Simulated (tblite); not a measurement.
# C9H10O2Se: the cost of one run

Computed with tblite 0.8.0 and PySCF 2.14.0, with density-fitted response routines of our own, on a single molecule in the gas phase. Atoms count from 0, in the outputs and in this text.

**1. The starting structure**

22 atoms, charge 0, multiplicity 1; geometry from: force field or distance geometry start.

Bonds of the start (Å): C0–O1 1.41, O1–C2 1.41, C2–O3 1.26, C2–C4 1.44, C4–C5 1.39, C5–C6 1.39, C6–C7 1.39, C7–Se8 1.91, Se8–C9 1.95, C7–C10 1.39, C10–C11 1.38, C11–C4 1.37, C0–H12 1.14, C0–H13 1.11, C0–H14 1.11, C5–H15 1.07, C6–H16 1.09, C9–H17 1.11, C9–H18 1.09, C9–H19 1.12, C10–H20 1.09, C11–H21 1.07.

**2. Relaxing the molecule with GFN2-xTB**

The job: settings as JSON, then the geometry in Å.

```
{"job": {"kind": "relax", "xc": "GFN2-xTB", "basis": "xTB"}, "charge": 0, "multiplicity": 1}
C     -4.615900     0.035600     0.187400
O     -3.303900     0.010400    -0.331200
C     -2.198600     0.021900     0.544200
O     -2.441900     0.080800     1.781800
C     -0.840300    -0.008800     0.052400
C     -0.580900    -0.059700    -1.315600
C      0.739100    -0.085600    -1.746800
C      1.782000    -0.061900    -0.824900
Se     3.623700    -0.107900    -1.334400
C      4.716500     0.189000     0.249800
C      1.468000    -0.016000     0.525300
C      0.162600     0.013100     0.986000
H     -4.784300    -0.796100     0.942100
H     -4.843100     0.964100     0.753200
H     -5.385900    -0.138800    -0.592200
H     -1.376300    -0.076100    -2.037200
H      0.956700    -0.126700    -2.816300
H      4.121000     0.770500     0.986900
H      5.053600    -0.724900     0.740400
H      5.550300     0.863700    -0.078200
H      2.245300     0.011400     1.289300
H     -0.058200     0.059300     2.036900
```

Run with:

```console
OMP_NUM_THREADS=2 python probes_run.py task.json out
```

One launch serves the whole session: the jobs run in the order shown.

**Question.** How long does this first job take on 2 threads of Intel Xeon at 2.50GHz, shared host, and how much memory does it need?

About 18 s, with a peak of 0.18 GiB.
